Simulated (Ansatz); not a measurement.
# BrH2Si: the cost of one run

All numbers are computed with Ansatz 0.2.0 through its Python package. Level of theory: PBE0/def2-SVP.

**1. The system**

Bond lengths: Si1–Br2 2.164 Å, Si1–H3 1.525 Å, Si1–H4 1.539 Å. Angles: Br2–Si1–H3 111.3°, Br2–Si1–H4 106.7°, H3–Si1–H4 106.8°.

The script holds or builds the structure itself.

**2. The script**

Contents of brh2si_relaxed_scan.py:

```python
"""Relaxed scan of one distance in BrH2Si."""

import ansatz as az
import numpy as np

GEOMETRY = """
Si   -0.07360   -0.28110   -0.39700
Br    1.69300   -0.32610    0.85170
H    -1.32590   -0.62480    0.40300
H    -0.23800    1.17170   -0.87800
"""

system = az.Crystal.molecule()
for line in GEOMETRY.strip().splitlines():
    symbol, *xyz = line.split()
    system = system.atom(symbol, [float(v) for v in xyz])

setup = system.calculation().basis(gaussian="def2-SVP").functional("PBE0").spin("collinear", total=1)
symbols = [site.symbol for site in system.cartesian_sites]
pairs = [(0, 1), (0, 2), (0, 3)]
print("held (A)   E (eV)        ", "  ".join(f"{symbols[i]}{i}-{symbols[j]}{j}" for i, j in pairs))
for length in [1.99, 2.16, 2.34, 2.6, 2.92]:
    summary = setup.relax(constraints=[az.DistanceConstraint((0, 1), at=length)], force_tolerance=0.02, max_steps=60).run(threads=1).report
    xyz = np.array(summary["positions_ang"])
    print(f"{length:6.2f} {summary['free_energy_ev']:14.5f}  ", "  ".join(f"{np.linalg.norm(xyz[i] - xyz[j]):.3f}" for i, j in pairs))
```

**3. The calls as engine input**

The engine receives this input (first run):

```yaml
crystal:
  periodic: [false, false, false]
  atoms:
    - { symbol: Si, position_ang: [-0.0736, -0.2811, -0.397] }
    - { symbol: Br, position_ang: [1.693, -0.3261, 0.8517] }
    - { symbol: H, position_ang: [-1.3259, -0.6248, 0.403] }
    - { symbol: H, position_ang: [-0.238, 1.1717, -0.878] }
basis:
  gaussian:
    orbitals: def2-SVP
hamiltonian:
  xc: pbe0
magnetization:
  spin_polarized: true
  initial_magnetization: 1.0
relax:
  f_tol: 0.02
  max_steps: 60
  constraints:
    - { distance: [0, 1], at: 1.99 }
```

**4. Running it**

The run is started by

```
> python brh2si_relaxed_scan.py
```

Q: Estimate wall time and peak memory on 1 thread of AMD EPYC 7B13 (Zen 3), shared host.

About 43 s, with a peak of 0.23 GiB.
